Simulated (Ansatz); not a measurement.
# Sn4S: from a guess to a relaxed structure

Where does this trial cell of Sn4S go when cell and atoms are let free?

Program: Ansatz 0.2.0. Level of theory: DFT PBE, scalar-relativistic, plane waves, PAW. These are calculated values, not measurements.

1 further run of the same task is left out (it didn't finish).

## 1. The system as given

The structure is cubic, space group Pm-3m (No. 221). Conventional cell: a = 5.173 Å, b = 5.173 Å, c = 5.173 Å, α = 90.00°, β = 90.00°, γ = 90.00°. Sn (site symmetry 4/mmm) is surrounded by 2 S at 2.59 Å. Around Sn (site symmetry m-3m) lie 12 Sn at 3.66 Å. S (site symmetry m-3m) is surrounded by 6 Sn at 2.59 Å.

Coordinates:

```
CELL_PARAMETERS angstrom
5.17300 0.00000 0.00000
0.00000 5.17300 0.00000
0.00000 0.00000 5.17300
ATOMIC_POSITIONS crystal
Sn 0.00000 0.50000 0.50000
Sn 0.50000 0.00000 0.50000
Sn 0.50000 0.50000 0.00000
Sn 0.00000 0.00000 0.00000
S 0.50000 0.50000 0.50000
```

Recipe of the guess: random cell by space group and Wyckoff sites (Pm-3m, No. 221). The dimensions are guesses.

## 2. The guess as it stands, on a coarse mesh

input.yaml

```yaml
crystal:
  lattice:
    - [5.17300375, 0.0, 0.0]
    - [0.0, 5.17300375, 0.0]
    - [0.0, 0.0, 5.17300375]
  atoms:
    - { symbol: Sn, position: [0.0, 0.5, 0.5] }
    - { symbol: Sn, position: [0.5, 0.0, 0.5] }
    - { symbol: Sn, position: [0.5, 0.5, 0.0] }
    - { symbol: Sn, position: [0.0, 0.0, 0.0] }
    - { symbol: S, position: [0.5, 0.5, 0.5] }
basis:
  ecutwfc: 420
kpoints:
  mp_grid: { grid: [4, 4, 4] }
hamiltonian:
  xc: pbe
scf:
  occupations: { method: gaussian, width: 0.1 }
  lower_state_search: "off"
output:
  forces: true
  stress: true
  eigenvalues: true
```

Started as:

```bash
$ ansatz run input.yaml --threads 1 --pin off --max-ram 2560MiB --backend cpu --events-out ev --progress --plain --runs-dir out
```

What it wrote (excerpt; [...] marks lines left out):

```text
[...]
SCF converged after 7 iterations
Free energy (F): -24997.552848 eV
[...]
E sigma→0 (E₀):  -24997.547499 eV
Entropy (-TS):   -0.010698 eV (-2.140 meV/atom)
Fermi energy:    9.251402 eV
[...]
--- Forces (eV/Å), atoms counted from 1 ---
  atom   1  Sn     0.00000000     0.00000000     0.00000000
  atom   2  Sn    -0.00000000    -0.00000000     0.00000000
  atom   3  Sn     0.00000000    -0.00000000     0.00000000
  atom   4  Sn    -0.00000000     0.00000000     0.00000000
  atom   5  S      0.00000000     0.00000000     0.00000000
[...]
--- Stress (GPa, compression-positive) ---
        5.200780       0.000000       0.000000
       -0.000000       5.200780      -0.000000
       -0.000000      -0.000000       5.200780
  P = ⅓ Tr σ = 5.2008 GPa (52.008 kbar)
--- Band table (eV; the first three rows and the last of 10) ---
[...]
```

Wall time 3.2 s (1 thread of Arm Neoverse V1, shared host); peak memory 0.36 GiB.

Read-out: pressure 5.2 GPa, largest force 0.00 eV/Å, gap on this mesh none (metal). A guess like this is first relaxed loosely on the coarse mesh.

## 3. Rough relaxation on the coarse mesh

Changes to input.yaml since step 2:

```diff
@@ -24 +24,6 @@
   eigenvalues: true
+relax:
+  adjacent_minimum: "off"
+  f_tol: 0.04
+  max_steps: 70
+  cell: { stress_tol: 0.4 }
```

Started as:

```bash
$ ansatz run input.yaml --threads 1 --pin off --max-ram 2560MiB --backend cpu --events-out ev --progress --plain --runs-dir out
```

What it wrote (excerpt; [...] marks lines left out):

```text
Warning: RAYON_NUM_THREADS=1 ignored (pool sized by the plan → 1); use --threads N
[...]
Pseudopotentials: kind: paw
Pseudopotential: Sn, paw, valence charge 14, recommended cutoff 420 eV (normal), Sn.paw.azcp
Pseudopotential: S, paw, valence charge 6, recommended cutoff 420 eV (normal), S.paw.azcp
Functional definition: PBE
[...]
Crystal: 5 atoms, lattice volume = 138.429 Å³
Basis set: ecut = 420 eV, 2721 PW (Γ), exchange–correlation on 72×72×72 points (8 copies of the dense FFT grid, shifted against one another)
Bands: 38, of which v1, the nominal top of the filled ones, is band 31 counted from 1 (30 counted from 0)
Symmetry: 48 space group operations
Space group: Pm-3m (ITA 221), of the structure as read, at distance tolerance 5.2e-5 Å
k-points: 10 of 64
[...]
SCF iter   1: F=—  HF=-24997.559897 eV  |F-HF|=—  |Δ(HF+E_count)|=         —  Δρ=2.26e-3  dr2=1.74e-2  ethr=1.77e-3  ⟨swp⟩=7.1  Hψ=1626  notcnv=0
[...]
  atom   5  S      0.00000000     0.00000000    -0.00000000
[...]
--- Stress (GPa, compression-positive) ---
       -0.035458      -0.000000       0.000000
        0.000000      -0.035458       0.000000
        0.000000       0.000000      -0.035458
  P = ⅓ Tr σ = -0.0355 GPa (-0.355 kbar)
--- Band table (eV; the first three rows and the last of 10) ---
[...]
--- Relaxed structure (2 steps of the walk, 2 accepted, 1 SCFs on fresh bases) ---
  F+E_penalty+E_count = -24997.80318879 eV   max|allowed force component| = 4.901e-29 eV/Å   (the final SCF, on the basis selected at the relaxed cell)
  cell:  # Å, volume = 155.3395 Å³
    - [5.375604293111046, -2.070374690216279e-33, 0.0]
    - [-2.070374690216279e-33, 5.375604293111046, 0.0]
    - [0.0, 0.0, 5.375604293111046]
  atoms:
    - { symbol: Sn, position: [-5.274306546846386e-36, 0.5, 0.5] }
    - { symbol: Sn, position: [0.5, 1.7063932945679277e-36, 0.5] }
    - { symbol: Sn, position: [0.5, 0.5, 7.756333157127019e-38] }
    - { symbol: Sn, position: [8.29927647812591e-36, -9.113691459624248e-37, -6.980699841414317e-37] }
    - { symbol: S, position: [0.5, 0.5, 0.5] }
```

Wall time 10 s (1 thread of Arm Neoverse V1, shared host); peak memory 0.38 GiB.

Step by step:

| step | E - E(step 1) (eV/cell) | largest force component (eV/Å) | pressure (GPa) | volume (Å³) |
| --- | --- | --- | --- | --- |
| 1 | 0.0000 | 0.0000 | 5.20 | 138.43 |
| 2 | -0.2473 | 0.0000 | -0.03 | 155.34 |
| 3 | -0.2503 | 0.0000 | -0.04 | 155.34 |

Step 1 is the start. Step 3 repeats the geometry before it on a plane-wave basis chosen anew for that cell, so its energy need not be comparable with the rows above.

|  | before | after | change |
| --- | --- | --- | --- |
| a (Å) | 5.173 | 5.376 | +3.9 % |
| b (Å) | 5.173 | 5.376 | +3.9 % |
| c (Å) | 5.173 | 5.376 | +3.9 % |
| volume (Å³/atom) | 27.69 | 31.07 | +12.2 % |
| shortest distance (Å) | 2.587 | 2.688 | +3.9 % |
| space group (0.01 Å) | Pm-3m | Pm-3m | same |

Forces and stress were held to the start's 48 operations: a distortion of lower symmetry was not tested.

## 4. Final relaxation

The end of the coarse run is made exact in the group found at a tolerance of 0.06 Å and reduced to its primitive cell.

input.yaml

```yaml
crystal:
  lattice:
    - [5.3756042931, 0.0, 0.0]
    - [0.0, 5.3756042931, 0.0]
    - [0.0, 0.0, 5.3756042931]
  atoms:
    - { symbol: Sn, position: [0.0, 0.5, 0.5] }
    - { symbol: Sn, position: [0.5, 0.0, 0.5] }
    - { symbol: Sn, position: [0.5, 0.5, 0.0] }
    - { symbol: Sn, position: [0.0, 0.0, 0.0] }
    - { symbol: S, position: [0.5, 0.5, 0.5] }
basis:
  ecutwfc: 420
kpoints:
  mp_grid: { grid: [8, 8, 8] }
hamiltonian:
  xc: pbe
scf:
  occupations: { method: gaussian, width: 0.1 }
output:
  forces: true
  stress: true
  eigenvalues: true
relax:
  adjacent_minimum: "off"
  f_tol: 0.01
  max_steps: 80
  cell: { stress_tol: 0.05 }
```

Started as:

```bash
$ ansatz run input.yaml --threads 1 --pin off --max-ram 2560MiB --backend cpu --events-out ev --progress --plain --runs-dir out
```

What it wrote (excerpt; [...] marks lines left out):

```text
Warning: RAYON_NUM_THREADS=1 ignored (pool sized by the plan → 1); use --threads N
[...]
[... 4 set-up lines as earlier in the session ...]
[...]
Crystal: 5 atoms, lattice volume = 155.339 Å³
Basis set: ecut = 420 eV, 2969 PW (Γ), exchange–correlation on 72×72×72 points (8 copies of the dense FFT grid, shifted against one another)
Bands: 38, of which v1, the nominal top of the filled ones, is band 31 counted from 1 (30 counted from 0)
[... 1 set-up line as earlier in the session ...]
Space group: Pm-3m (ITA 221), of the structure as read, at distance tolerance 5.4e-5 Å
k-points: 35 of 512
[...]
SCF iter   1: F=—  HF=-24997.894934 eV  |F-HF|=—  |Δ(HF+E_count)|=         —  Δρ=1.77e-3  dr2=1.41e-2  ethr=1.77e-3  ⟨swp⟩=7.3  Hψ=5680  notcnv=0
[...]
--- Stress (GPa, compression-positive) ---
       -0.021657       0.000000      -0.000000
        0.000000      -0.021657      -0.000000
       -0.000000      -0.000000      -0.021657
  P = ⅓ Tr σ = -0.0217 GPa (-0.217 kbar)
--- Band table (eV; the first three rows and the last of 35) ---
[...]
--- Relaxed structure (2 steps of the walk, 2 accepted, 1 SCFs on fresh bases) ---
  F+E_penalty+E_count = -24997.88961117 eV   max|allowed force component| = 2.031e-29 eV/Å   (the final SCF, on the basis selected at the relaxed cell)
  cell:  # Å, volume = 154.6206 Å³
    - [5.3672983752803445, -1.2839532962581572e-34, -1.6049416203226966e-34]
    - [-1.2839532962581572e-34, 5.3672983752803445, 0.0]
    - [-1.6049416203226966e-34, 0.0, 5.3672983752803445]
  atoms:
    - { symbol: Sn, position: [3.9932429921170836e-36, 0.5, 0.5] }
    - { symbol: Sn, position: [0.5, -1.5767711814667904e-36, 0.5] }
    - { symbol: Sn, position: [0.5, 0.5, -3.2655024468247096e-37] }
    - { symbol: Sn, position: [-1.9891574904657978e-35, -3.4427725796523425e-36, 9.796507340474145e-37] }
    - { symbol: S, position: [0.5, 0.5, 0.5] }
```

Wall time 34 s (1 thread of Arm Neoverse V1, shared host); peak memory 0.47 GiB.

The steps of the relaxation:

```csv
step,E - E(step 1) (eV/cell),largest force component (eV/Å),pressure (GPa),volume (Å³)
1,0.0000,0.0000,-0.19,155.34
2,-0.0006,0.0000,-0.02,154.62
3,-0.0005,0.0000,-0.02,154.62
```

Step 1 is the start. Step 3 repeats the geometry before it on a plane-wave basis chosen anew for that cell, so its energy need not be comparable with the rows above.

|  | before | after | change |
| --- | --- | --- | --- |
| a (Å) | 5.376 | 5.367 | -0.2 % |
| b (Å) | 5.376 | 5.367 | -0.2 % |
| c (Å) | 5.376 | 5.367 | -0.2 % |
| volume (Å³/atom) | 31.07 | 30.92 | -0.5 % |
| shortest distance (Å) | 2.688 | 2.684 | -0.2 % |
| space group (0.01 Å) | Pm-3m | Pm-3m | same |

The run keeps the 48 symmetry operations of the start, so it could not have lowered the symmetry.

## 5. What came out

```
                              quantity                                                                      value
symmetry at the end (tolerance 0.05 Å)                                                space group Pm-3m (No. 221)
                     conventional cell  a = 5.367 Å, b = 5.367 Å, c = 5.367 Å, α = 90.00°, β = 90.00°, γ = 90.00°
                                volume                                                              30.92 Å³/atom
     energy over the elements, grey Sn                                                              +0.21 eV/atom
                       gap on the mesh                                                               none (metal)
```

What this shows: The space group Pm-3m (No. 221) is kept, and the volume per atom grows by 11.7 % from the first guess. With a positive formation energy it can't be a ground state. No finished test with a distortion of lower symmetry is shown, so the end may be a saddle point.
